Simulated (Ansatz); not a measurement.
PtSe:

```
CELL_PARAMETERS angstrom
3.70187 0.00000 0.00000
-1.85094 3.20591 0.00000
0.00000 0.00000 3.61284
ATOMIC_POSITIONS crystal
Pt 0.00000 0.00000 0.00000
Se 0.66667 0.33333 0.50000
```

The cell comes from a database or a generator and needn't be the stable form of this composition.

| Quantity | Value |
| --- | --- |
| Program | Ansatz 0.2.0 |
| Task | relaxation of cell and atoms |
| Functional | r2SCAN |
| Potentials or basis | Ansatz PAW |
| Cutoff | 500 eV (not typed: the program's choice for these potentials) |
| k mesh | 8 × 8 × 7 |
| Occupations | fermi-dirac, width 0.05 eV |
| Spin | no spin polarisation |

At the start: volume 21.44 Å³/atom.

How do energy, volume and symmetry change on relaxing?

It ends after 7 steps and the volume is 18.79 Å³/atom (-12.4 %); space group P-6m2 (No. 187, to 0.05 Å).

The path:
| step | energy change (eV) | largest force (eV/Å) | volume (Å³) |
| --- | --- | --- | --- |
| 1 | 0.0000 | 0.0000 | 42.88 |
| 2 | -0.2794 | 0.0000 | 38.08 |
| 3 | -0.2932 | 0.0000 | 37.12 |
| 4 | -0.2961 | 0.0000 | 37.47 |
| 5 | -0.2964 | 0.0000 | 37.56 |
| 6 | -0.2964 | 0.0000 | 37.58 |
| 7 | -0.2957 | 0.0000 | 37.58 |

Final structure:
```yaml
crystal:
  lattice:
    - [3.63783, 0.00000, 0.00000]
    - [-1.81891, 3.15045, 0.00000]
    - [0.00000, 0.00000, 3.27884]
  atoms:
    - { symbol: Pt, position: [0.00000, 0.00000, 0.00000] }
    - { symbol: Se, position: [0.66667, 0.33333, 0.50000] }
```

Caveat: the plane-wave basis is chosen anew once the cell has moved, so the energies of steps on either side of that aren't comparable; the PAW data sets come from PBE, with cores solved anew for the run's functional, which leaves a small shift of forces and pressure.
